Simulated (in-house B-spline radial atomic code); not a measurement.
**Ga²⁺: a fraction of an electron moved 3p → 4s**

Aim: the energy of Ga²⁺ as a fraction of an electron is moved 3p → 4s, to see how far it bends away from a straight line.

Program: in-house B-spline radial atomic code version 1. Level of theory: non-relativistic BHandHLYP, spin-polarised, spherical fractional occupations, point nucleus, basis-set limit. These are calculated values, not measurements, unless marked.

### Step 1. Starting point

| Item | Value |
| --- | --- |
| element | gallium (Z = 31) |
| charge | +2 |
| electrons | 29 |
| configuration | [Ar] 3d10 4s1 |
| Hamiltonian | non-relativistic |
| nucleus | point |

Outer shells as boxes (Hund's rule):

[Ar] 3d10 4s1
```
[Ar] core
3d [↑↓][↑↓][↑↓][↑↓][↑↓]
4s [↑ ]
```

Where spins are not typed, each open shell is filled with up spins first.

### Step 2. The start, at fraction 0

Input settings:

```ini
Z = 31
electrons = 29.0
configuration = [Ar] 3d10 4s1
hamiltonian = nr
method = bhandhlyp
spin_polarised = True
```

The program writes no log. Results of the run, from its result record (rounded, main fields):

```text
{
  "status": "converged",
  "scf [iteration, energy, orbital gradient]": [
    [1, -1922.17653833, 0.416],
    [2, -1922.16151283, 0.274],
    [3, -1923.87649854, 0.0176],
    [4, -1923.87965523, 0.00606],
    [5, -1923.87976111, 0.00165],
    [6, -1923.87978579, 0.0014],
    [7, -1923.87983225, 3.07e-05],
    [8, -1923.87983229, 1.02e-05],
    [9, -1923.87983229, 1.29e-06],
    [10, -1923.87983229, 1.11e-07]
  ],
  "energy [hartree]": {"total": -1923.87983229, "kinetic": 1922.70688648, "nuclear": -4584.85280293, "coulomb": 812.853382644, "exact_exchange": -36.5400256846, "xc": -38.047272796},
  "orbitals [hartree, bohr; first row names the columns]": [
    ["name", "occ", "eps", "<r>", "<r^2>", "<1/r>", "r_max", "density_at_nucleus", "spin_orbit_zeta"],
    ["1s up", 1.0, -375.655, 0.049417, 0.0032718, 30.508, 0.032617, 9188.1, "-"],
    ["1s down", 1.0, -375.65075, 0.049417, 0.0032719, 30.508, 0.032617, 9187.9, "-"],
    ["2s up", 1.0, -47.482627, 0.22109, 0.057586, 6.6929, 0.18554, 878.75, "-"],
    ["2s down", 1.0, -47.478254, 0.22111, 0.057595, 6.6923, 0.18556, 878.56, "-"],
    ["2p up", 3.0, -42.070834, 0.19214, 0.045179, 6.6466, 0.1479, "-", 0.65147],
    ["2p down", 3.0, -42.069044, 0.19214, 0.045181, 6.6465, 0.1479, "-", 0.65144],
    ["3s up", 1.0, -6.584657, 0.66138, 0.50453, 2.1375, 0.57307, 129.6, "-"],
    ["3s down", 1.0, -6.5730183, 0.66195, 0.50539, 2.1352, 0.57346, 129.27, "-"],
    ["3p up", 3.0, -4.791502, 0.68417, 0.55148, 2.0069, 0.57161, "-", 0.083743],
    ["3p down", 3.0, -4.7863582, 0.68341, 0.54986, 2.0082, 0.57166, "-", 0.083839],
    ["3d up", 5.0, -1.7139785, 0.78932, 0.79992, 1.6666, 0.53517, "-", 0.0066872],
    ["3d down", 5.0, -1.7084664, 0.78504, 0.78963, 1.6722, 0.53481, "-", 0.0067305],
    ["4s up", 1.0, -1.0329279, 2.1266, 5.1288, 0.60492, 1.8324, 10.845, "-"]
  ],
  "sum_r [bohr^k]": {"-1": 147.8985, "1": 17.1183, "2": 17.78335},
  "density_at_nucleus [bohr^-3]": 20403.04,
  "spin_density_at_nucleus [bohr^-3]": 11.5204,
  "mass_velocity [hartree]": -71.28088,
  "darwin [hartree]": 52.90627
}
```

Wall time 0.42 s (1 thread, shared host).

### Step 3. 0.125 electron moved 3p → 4s

Input settings:

```ini
Z = 31
electrons = 29.0
configuration = [Ne] 3s2 3p5.875 3d10 4s1.125
hamiltonian = nr
method = bhandhlyp
spin_polarised = True
```

Main fields:

```text
{
  "status": "converged",
  "scf [iteration, energy, orbital gradient]": [
    [1, -1921.56355293, 0.417],
    [2, -1921.5872159, 0.297],
    [3, -1923.38328531, 0.0149],
    [4, -1923.38511535, 0.00609],
    [5, -1923.38525602, 0.000998],
    [6, -1923.38526015, 0.00102],
    [7, -1923.38528378, 2.9e-05],
    [8, -1923.38528379, 7.29e-06],
    [9, -1923.38528379, 6.13e-07],
    [10, -1923.38528379, 4.4e-08]
  ],
  "energy [hartree]": {"total": -1923.38528379, "kinetic": 1922.21329434, "nuclear": -4582.50363652, "coulomb": 811.336247468, "exact_exchange": -36.427298673, "xc": -38.0038904013},
  "orbitals [hartree, bohr; first row names the columns]": [
    ["name", "occ", "eps", "<r>"],
    ["1s up", 1.0, -375.732, 0.049417],
    ["1s down", 1.0, -375.7235, 0.049416],
    ["2s up", 1.0, -47.544483, 0.22108],
    ["2s down", 1.0, -47.536731, 0.22109],
    ["2p up", 3.0, -42.135245, 0.19212],
    ["2p down", 3.0, -42.127252, 0.19214],
    ["3s up", 1.0, -6.6396794, 0.66058],
    ["3s down", 1.0, -6.6060756, 0.66144],
    ["3p up", 3.0, -4.8456615, 0.68285],
    ["3p down", 2.875, -4.8033165, 0.68304],
    ["3d up", 5.0, -1.7635821, 0.78275],
    ["3d down", 5.0, -1.7465617, 0.78071],
    ["4s up", 1.0, -1.0441936, 2.1146],
    ["4s down", 0.125, -0.85457315, 2.1992]
  ],
  "sum_r [bohr^k]": {"-1": 147.8227, "1": 17.23489, "2": 18.20735},
  "energy_minus_base [hartree]": 0.494548496
}
```

Run time: 0.23 s. Hardware: 1 thread, shared host.

energy_minus_base is the energy less that of the reference run.

### Step 4. 0.25 electron moved 3p → 4s

Input settings:

```ini
Z = 31
electrons = 29.0
configuration = [Ne] 3s2 3p5.75 3d10 4s1.25
hamiltonian = nr
method = bhandhlyp
spin_polarised = True
```

Main fields:

```text
{
  "status": "converged",
  "scf [iteration, energy, orbital gradient]": [
    [1, -1920.94730467, 0.418],
    [2, -1921.01620639, 0.294],
    [3, -1922.89154642, 0.0126],
    [4, -1922.89254811, 0.00581],
    [5, -1922.8927188, 0.000538],
    [6, -1922.89271963, 0.00057],
    [7, -1922.89272689, 2.9e-05],
    [8, -1922.89272691, 4.66e-06],
    [9, -1922.89272691, 5.25e-07],
    [10, -1922.89272691, 7.88e-08]
  ],
  "energy [hartree]": {"total": -1922.89272691, "kinetic": 1921.72154212, "nuclear": -4580.15548195, "coulomb": 809.822383256, "exact_exchange": -36.3207184464, "xc": -37.9604518873},
  "orbitals [hartree, bohr; first row names the columns]": [
    ["name", "occ", "eps", "<r>"],
    ["1s up", 1.0, -375.80908, 0.049416],
    ["1s down", 1.0, -375.79636, 0.049416],
    ["2s up", 1.0, -47.606511, 0.22108],
    ["2s down", 1.0, -47.595431, 0.22107],
    ["2p up", 3.0, -42.199821, 0.19211],
    ["2p down", 3.0, -42.185648, 0.19213],
    ["3s up", 1.0, -6.694614, 0.65977],
    ["3s down", 1.0, -6.6391163, 0.6609],
    ["3p up", 3.0, -4.8997263, 0.68154],
    ["3p down", 2.75, -4.8201771, 0.68266],
    ["3d up", 5.0, -1.8131956, 0.77647],
    ["3d down", 5.0, -1.7846472, 0.7766],
    ["4s up", 1.0, -1.0552075, 2.1026],
    ["4s down", 0.25, -0.88829958, 2.174]
  ],
  "sum_r [bohr^k]": {"-1": 147.747, "1": 17.34773, "2": 18.60716},
  "energy_minus_base [hartree]": 0.987105382
}
```

Wall time 0.24 s (1 thread, shared host).

### Step 5. 0.375 electron moved 3p → 4s

Input settings:

```ini
Z = 31
electrons = 29.0
configuration = [Ne] 3s2 3p5.625 3d10 4s1.375
hamiltonian = nr
method = bhandhlyp
spin_polarised = True
```

Main fields:

```text
{
  "status": "converged",
  "scf [iteration, energy, orbital gradient]": [
    [1, -1920.32785335, 0.419],
    [2, -1920.44894543, 0.304],
    [3, -1922.40151596, 0.0115],
    [4, -1922.40217343, 0.00554],
    [5, -1922.40237385, 0.000383],
    [6, -1922.40237521, 0.000165],
    [7, -1922.40237569, 3.93e-05],
    [8, -1922.40237573, 3.36e-06],
    [9, -1922.40237573, 3.21e-07],
    [10, -1922.40237573, 1.16e-07]
  ],
  "energy [hartree]": {"total": -1922.40237573, "kinetic": 1921.23204157, "nuclear": -4577.81075851, "coulomb": 808.314013105, "exact_exchange": -36.2204958451, "xc": -37.9171760471},
  "orbitals [hartree, bohr; first row names the columns]": [
    ["name", "occ", "eps", "<r>"],
    ["1s up", 1.0, -375.88615, 0.049416],
    ["1s down", 1.0, -375.86924, 0.049415],
    ["2s up", 1.0, -47.668616, 0.22107],
    ["2s down", 1.0, -47.654264, 0.22105],
    ["2p up", 3.0, -42.264468, 0.1921],
    ["2p down", 3.0, -42.244143, 0.19213],
    ["3s up", 1.0, -6.7493861, 0.65896],
    ["3s down", 1.0, -6.6720671, 0.66036],
    ["3p up", 3.0, -4.9536239, 0.68023],
    ["3p down", 2.625, -4.8368721, 0.68226],
    ["3d up", 5.0, -1.8627522, 0.77044],
    ["3d down", 5.0, -1.8226523, 0.77265],
    ["4s up", 1.0, -1.0658803, 2.0906],
    ["4s down", 0.375, -0.92333875, 2.1499]
  ],
  "sum_r [bohr^k]": {"-1": 147.6713, "1": 17.45686, "2": 18.98375},
  "energy_minus_base [hartree]": 1.47745656
}
```

It took 0.24 s on 1 thread, shared host.

### Step 6. 0.5 electron moved 3p → 4s

Input settings:

```ini
Z = 31
electrons = 29.0
configuration = [Ne] 3s2 3p5.5 3d10 4s1.5
hamiltonian = nr
method = bhandhlyp
spin_polarised = True
```

Main fields:

```text
{
  "status": "converged",
  "scf [iteration, energy, orbital gradient]": [
    [1, -1919.70523652, 0.42],
    [2, -1919.88578236, 0.314],
    [3, -1921.91336433, 0.0117],
    [4, -1921.91415435, 0.0053],
    [5, -1921.91438616, 0.00043],
    [6, -1921.9143879, 0.000187],
    [7, -1921.9143886, 7.07e-05],
    [8, -1921.91438869, 4.74e-06],
    [9, -1921.91438869, 8.69e-07],
    [10, -1921.91438869, 2.15e-07]
  ],
  "energy [hartree]": {"total": -1921.91438869, "kinetic": 1920.74507282, "nuclear": -4575.47085031, "coulomb": 806.812397507, "exact_exchange": -36.1268046411, "xc": -37.8742040723},
  "orbitals [hartree, bohr; first row names the columns]": [
    ["name", "occ", "eps", "<r>"],
    ["1s up", 1.0, -375.96317, 0.049416],
    ["1s down", 1.0, -375.94208, 0.049414],
    ["2s up", 1.0, -47.730738, 0.22106],
    ["2s down", 1.0, -47.713175, 0.22103],
    ["2p up", 3.0, -42.329127, 0.19209],
    ["2p down", 3.0, -42.302683, 0.19212],
    ["3s up", 1.0, -6.8039528, 0.65815],
    ["3s down", 1.0, -6.7048883, 0.6598],
    ["3p up", 3.0, -5.007314, 0.67892],
    ["3p down", 2.5, -4.8533658, 0.68186],
    ["3d up", 5.0, -1.9122149, 0.76467],
    ["3d down", 5.0, -1.860539, 0.76883],
    ["4s up", 1.0, -1.0762123, 2.0786],
    ["4s down", 0.5, -0.95926305, 2.1268]
  ],
  "sum_r [bohr^k]": {"-1": 147.5958, "1": 17.56243, "2": 19.3388},
  "energy_minus_base [hartree]": 1.9654436
}
```

Wall time 0.24 s (1 thread, shared host).

### Step 7. 0.625 electron moved 3p → 4s

Input settings:

```ini
Z = 31
electrons = 29.0
configuration = [Ne] 3s2 3p5.375 3d10 4s1.625
hamiltonian = nr
method = bhandhlyp
spin_polarised = True
```

Main fields:

```text
{
  "status": "converged",
  "scf [iteration, energy, orbital gradient]": [
    [1, -1919.07947719, 0.421],
    [2, -1919.32698027, 0.324],
    [3, -1921.42721871, 0.012],
    [4, -1921.42861413, 0.00522],
    [5, -1921.42887962, 0.000701],
    [6, -1921.42888188, 0.000398],
    [7, -1921.42888534, 7.65e-05],
    [8, -1921.42888544, 8.27e-06],
    [9, -1921.42888544, 1.11e-06],
    [10, -1921.42888544, 2.36e-07]
  ],
  "energy [hartree]": {"total": -1921.42888544, "kinetic": 1920.26078741, "nuclear": -4573.13645769, "coulomb": 805.318199787, "exact_exchange": -36.0397914496, "xc": -37.8316234915},
  "orbitals [hartree, bohr; first row names the columns]": [
    ["name", "occ", "eps", "<r>"],
    ["1s up", 1.0, -376.04011, 0.049415],
    ["1s down", 1.0, -376.01487, 0.049413],
    ["2s up", 1.0, -47.792842, 0.22106],
    ["2s down", 1.0, -47.772131, 0.22101],
    ["2p up", 3.0, -42.393765, 0.19208],
    ["2p down", 3.0, -42.361235, 0.19212],
    ["3s up", 1.0, -6.8582917, 0.65734],
    ["3s down", 1.0, -6.7375589, 0.65923],
    ["3p up", 3.0, -5.0607766, 0.67762],
    ["3p down", 2.375, -4.8696392, 0.68144],
    ["3d up", 5.0, -1.9615649, 0.75914],
    ["3d down", 5.0, -1.898288, 0.76512],
    ["4s up", 1.0, -1.0862306, 2.0667],
    ["4s down", 0.625, -0.99581591, 2.1045]
  ],
  "sum_r [bohr^k]": {"-1": 147.5205, "1": 17.66466, "2": 19.67403},
  "energy_minus_base [hartree]": 2.45094685
}
```

Wall time 0.24 s (1 thread, shared host).

### Step 8. 0.75 electron moved 3p → 4s

Input settings:

```ini
Z = 31
electrons = 29.0
configuration = [Ne] 3s2 3p5.25 3d10 4s1.75
hamiltonian = nr
method = bhandhlyp
spin_polarised = True
```

Main fields:

```text
{
  "status": "converged",
  "scf [iteration, energy, orbital gradient]": [
    [1, -1918.45058913, 0.421],
    [2, -1918.77274525, 0.333],
    [3, -1920.94318173, 0.0123],
    [4, -1920.94565171, 0.00553],
    [5, -1920.9459532, 0.000886],
    [6, -1920.94595645, 0.000516],
    [7, -1920.94596226, 8.93e-05],
    [8, -1920.94596238, 1.16e-05],
    [9, -1920.94596239, 1.02e-06],
    [10, -1920.94596239, 2.44e-07]
  ],
  "energy [hartree]": {"total": -1920.94596239, "kinetic": 1919.77927387, "nuclear": -4570.80793387, "coulomb": 803.831775535, "exact_exchange": -35.9595874025, "xc": -37.7894905123},
  "orbitals [hartree, bohr; first row names the columns]": [
    ["name", "occ", "eps", "<r>"],
    ["1s up", 1.0, -376.11696, 0.049415],
    ["1s down", 1.0, -376.08759, 0.049412],
    ["2s up", 1.0, -47.854909, 0.22105],
    ["2s down", 1.0, -47.831114, 0.22099],
    ["2p up", 3.0, -42.458362, 0.19206],
    ["2p down", 3.0, -42.419782, 0.19212],
    ["3s up", 1.0, -6.9123913, 0.65653],
    ["3s down", 1.0, -6.7700668, 0.65866],
    ["3p up", 3.0, -5.1140023, 0.67633],
    ["3p down", 2.25, -4.8856819, 0.68102],
    ["3d up", 5.0, -2.0107927, 0.75384],
    ["3d down", 5.0, -1.9358891, 0.7615],
    ["4s up", 1.0, -1.095968, 2.0549],
    ["4s down", 0.75, -1.032844, 2.083]
  ],
  "sum_r [bohr^k]": {"-1": 147.4454, "1": 17.76374, "2": 19.99109},
  "energy_minus_base [hartree]": 2.9338699
}
```

Run time: 0.24 s. Hardware: 1 thread, shared host.

### Step 9. 0.875 electron moved 3p → 4s

Input settings:

```ini
Z = 31
electrons = 29.0
configuration = [Ne] 3s2 3p5.125 3d10 4s1.875
hamiltonian = nr
method = bhandhlyp
spin_polarised = True
```

Main fields:

```text
{
  "status": "converged",
  "scf [iteration, energy, orbital gradient]": [
    [1, -1917.81858028, 0.422],
    [2, -1918.22324526, 0.343],
    [3, -1920.46134204, 0.0126],
    [4, -1920.46535095, 0.00578],
    [5, -1920.4656906, 0.00099],
    [6, -1920.46569496, 0.000561],
    [7, -1920.46570171, 0.000104],
    [8, -1920.46570186, 1.46e-05],
    [9, -1920.46570187, 8.75e-07],
    [10, -1920.46570187, 2.47e-07]
  ],
  "energy [hartree]": {"total": -1920.46570187, "kinetic": 1919.30060317, "nuclear": -4568.4854769, "coulomb": 802.353329117, "exact_exchange": -35.8863142513, "xc": -37.7478429994},
  "orbitals [hartree, bohr; first row names the columns]": [
    ["name", "occ", "eps", "<r>"],
    ["1s up", 1.0, -376.1937, 0.049415],
    ["1s down", 1.0, -376.16024, 0.049412],
    ["2s up", 1.0, -47.916924, 0.22105],
    ["2s down", 1.0, -47.890109, 0.22097],
    ["2p up", 3.0, -42.522905, 0.19205],
    ["2p down", 3.0, -42.47831, 0.19211],
    ["3s up", 1.0, -6.966246, 0.65572],
    ["3s down", 1.0, -6.8024042, 0.65807],
    ["3p up", 3.0, -5.1669872, 0.67504],
    ["3p down", 2.125, -4.9014875, 0.6806],
    ["3d up", 5.0, -2.0598932, 0.74875],
    ["3d down", 5.0, -1.9733365, 0.75796],
    ["4s up", 1.0, -1.1054555, 2.0433],
    ["4s down", 0.875, -1.0702535, 2.0623]
  ],
  "sum_r [bohr^k]": {"-1": 147.3705, "1": 17.85987, "2": 20.29148},
  "energy_minus_base [hartree]": 3.41413042
}
```

Run time: 0.24 s. Hardware: 1 thread, shared host.

### Step 10. 1 electron moved 3p → 4s

Input settings:

```ini
Z = 31
electrons = 29.0
configuration = [Ne] 3s2 3p5 3d10 4s2
hamiltonian = nr
method = bhandhlyp
spin_polarised = True
```

Main fields:

```text
{
  "status": "converged",
  "scf [iteration, energy, orbital gradient]": [
    [1, -1917.18345496, 0.422],
    [2, -1917.67862207, 0.328],
    [3, -1919.98178009, 0.0144],
    [4, -1919.98778608, 0.00597],
    [5, -1919.98816592, 0.000963],
    [6, -1919.9881711, 0.000547],
    [7, -1919.98817735, 0.00011],
    [8, -1919.98817754, 1.76e-05],
    [9, -1919.98817755, 1.31e-06],
    [10, -1919.98817755, 2.48e-07]
  ],
  "energy [hartree]": {"total": -1919.98817755, "kinetic": 1918.82483475, "nuclear": -4566.16919554, "coulomb": 800.882977651, "exact_exchange": -35.8200870039, "xc": -37.7067073983},
  "orbitals [hartree, bohr; first row names the columns]": [
    ["name", "occ", "eps", "<r>"],
    ["1s up", 1.0, -376.27034, 0.049415],
    ["1s down", 1.0, -376.2328, 0.049411],
    ["2s up", 1.0, -47.978878, 0.22104],
    ["2s down", 1.0, -47.949108, 0.22096],
    ["2p up", 3.0, -42.587388, 0.19204],
    ["2p down", 3.0, -42.53681, 0.19211],
    ["3s up", 1.0, -7.0198531, 0.65491],
    ["3s down", 1.0, -6.8345656, 0.65747],
    ["3p up", 3.0, -5.2197304, 0.67377],
    ["3p down", 2.0, -4.9170518, 0.68016],
    ["3d up", 5.0, -2.1088639, 0.74385],
    ["3d down", 5.0, -2.0106272, 0.7545],
    ["4s up", 1.0, -1.1147203, 2.032],
    ["4s down", 1.0, -1.1079859, 2.0422]
  ],
  "sum_r [bohr^k]": {"-1": 147.2958, "1": 17.95323, "2": 20.57656},
  "energy_minus_base [hartree]": 3.89165474
}
```

Wall time 0.24 s (1 thread, shared host).

### Step 11. The energy along the path

| fraction | energy change (eV) | less the straight line (eV) | level 3p down (eV) | level 4s down (eV) | sum of <r²> (bohr²) |
| --- | --- | --- | --- | --- | --- |
| 0 | 0.0000 | 0.0000 | -130.24 | empty | 17.783 |
| 0.125 | 13.4574 | 0.2202 | -130.70 | -23.254 | 18.207 |
| 0.25 | 26.8605 | 0.3862 | -131.16 | -24.172 | 18.607 |
| 0.375 | 40.2036 | 0.4921 | -131.62 | -25.125 | 18.984 |
| 0.5 | 53.4824 | 0.5338 | -132.07 | -26.103 | 19.339 |
| 0.625 | 66.6937 | 0.5078 | -132.51 | -27.098 | 19.674 |
| 0.75 | 79.8347 | 0.4117 | -132.95 | -28.105 | 19.991 |
| 0.875 | 92.9032 | 0.2431 | -133.38 | -29.123 | 20.291 |
| 1 | 105.8973 | 0.0000 | -133.80 | -30.150 | 20.577 |

What this shows: From fraction 0 to 1 the energy changes by 105.897 eV. It bulges over the straight line by up to 0.53 eV (at 0.5). Slater's transition state, the slope from the orbital energies at fraction 0.5 (Janak's theorem), gives 105.964 eV for the whole step. Here exact exchange is taken at spherical fractional occupations, which leaves self-interaction in open p, d and f shells; that spoils the energies somewhat, at whole numbers too.
